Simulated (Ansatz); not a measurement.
This was printed by a script on Ansatz 0.2.0 through its Python package, for a comparison of functionals at one structure of LuNi3, space group Pm-3m. What did the script look like? Settings (first run): BLYP, PAW, the default cutoff (420 eV here), 6×6×6 k-points, Fermi-Dirac smearing of 0.15 eV, collinear spin. The script varies functional: blyp, lda, pbesol.

Contents of `POSCAR_luni3`:
```text
LuNi3
1.0
   3.79014500    0.00000000    0.00000000
   0.00000000    3.79014500    0.00000000
   0.00000000    0.00000000    3.79014500
Lu Ni
1 3
Direct
   0.00000000    0.00000000    0.00000000
   0.00000000    0.50000000    0.50000000
   0.50000000    0.00000000    0.50000000
   0.50000000    0.50000000    0.00000000
```

`python run_xc.py` gives:
```text
RunWarning: the starting moments were not kept: the SCF closed with an absolute magnetisation of 1.2e-5 μB, where they sum to 6 μB in size (3 sites). That is at most 0.1 of that sum. Measured as [...]
functional,F/atom (eV),iterations,moment (muB),k-points
blyp,-8075.56259,14,1e-05,20
lda,-7953.62815,15,0.0,20
pbesol,-8006.93899,14,-0.0,20
```
(Warnings from the package without file and line, shortened, repeats left out.)

One script that gives this output:

`run_xc.py`:
```python
# -*- coding: utf-8 -*-
"""Functional comparison for LuNi3 (totals differ with the potentials too)."""

import csv
import warnings

import ansatz as az
from ase.io import read

warnings.simplefilter("ignore", az.DeckWarning)

atoms = read("POSCAR_luni3", format="vasp")
system = az.Crystal.from_ase(atoms).moments(Ni=2.0)

calc = (
    system.calculation()
    .pseudopotentials("paw")
    .kpoints(spacing=0.32)  # the mesh must be finer for metals
    .occupations(az.OccupationsMethod.FERMI_DIRAC, width=150 * az.meV)  # the run then minimises F = E - TS
    .spin(az.SpinTreatment.COLLINEAR)  # two spin channels
)

rows = []
for value in ["blyp", "lda", "pbesol"]:
    report = calc.functional(value).run(threads=1).report
    rows.append((value, report["free_energy_ev"] / len(report["lattice"]["sites"]), report["n_iterations"], report["magnetization_mub"], report["n_kpoints"]))

with open("xc.csv", "w", newline="") as handle:
    writer = csv.writer(handle)
    writer.writerow(["functional", "F/atom (eV)", "iterations", "moment (muB)", "k-points"])
    writer.writerows([round(v, 5) if isinstance(v, float) else v for v in row] for row in rows)
print(open("xc.csv").read())
```

The SCF didn't keep the moments it started from (some shrank, vanished or turned); what is printed is the state reached. BLYP can be off by several per cent in the lattices of metals, and by several GPa in the pressure at a fixed cell. For a metal this k-point mesh is coarse: on a finer one energies can move by several to tens of meV an atom and pressures by half a GPa or more, differences at one mesh by less. The overall sign of a collinear moment is arbitrary, and semilocal functionals can give small moments to compounds that are paramagnetic. A Fermi-Dirac width this large means warm electrons, whose thermal share enters the free energy. This cell is a computed structure, which may not be the phase found in nature. Total energies of different functionals can't be compared; pressures, moments and gaps at this one structure can. The script silences the warnings on its input, which a real study should read. Hardware and time: 43 s on 1 thread of Arm Neoverse V2, on a shared host, peak memory 0.57 GiB.
